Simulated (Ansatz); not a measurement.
# Be: the cost of one run

Method: DFT r2SCAN, scalar-relativistic, plane waves, PAW, in Ansatz 0.2.0.

## 1. The structure to begin with

It takes space group P6_3/mmc (No. 194, hexagonal). Conventional cell: a = 2.300 Å, b = 2.300 Å, c = 7.417 Å, α = 90.00°, β = 90.00°, γ = 120.00°. Around Be (site symmetry -3m) lie 12 Be at 2.28 to 2.30 Å. Around Be (site symmetry -6m2) lie 12 Be at 2.28 to 2.30 Å.

Coordinates:

```
Be
1.0
     2.29978    0.00000    0.00000
    -1.14989    1.99166    0.00000
     0.00000    0.00000    7.41723
Be
4
Direct
  0.00000 0.00000 0.00000
  0.00000 0.00000 0.50000
  0.33333 0.66667 0.75000
  0.66667 0.33333 0.25000
```

This is candidate A: dhcp type (P6_3/mmc, No. 194).

(A quick probe on a coarse mesh, which set the mesh and smearing, is not shown.)

## 3. Coarse relaxation (candidate A)

Contents of input.yaml:

```yaml
crystal:
  lattice:
    - [2.2997755904, 0.0, 0.0]
    - [-1.1498877951, 1.9916640843, 0.0]
    - [0.0, 0.0, 7.4172301922]
  atoms:
    - { symbol: Be, position: [0.0, 0.0, 0.0] }
    - { symbol: Be, position: [0.0, 0.0, 0.5] }
    - { symbol: Be, position: [0.3333333333, 0.6666666667, 0.75] }
    - { symbol: Be, position: [0.6666666667, 0.3333333333, 0.25] }
basis:
  ecutwfc: 500
kpoints:
  mp_grid: { grid: [9, 9, 4] }
hamiltonian:
  xc: r2scan
scf:
  occupations: { method: gaussian, width: 0.1 }
  lower_state_search: "off"
output:
  forces: true
  stress: true
  eigenvalues: true
relax:
  adjacent_minimum: "off"
  f_tol: 0.04
  max_steps: 70
  cell: { stress_tol: 0.4 }
```

Q: Estimate wall time and peak memory on 1 thread of an Arm CPU, shared host.

About 13 s, with a peak of 0.36 GiB.
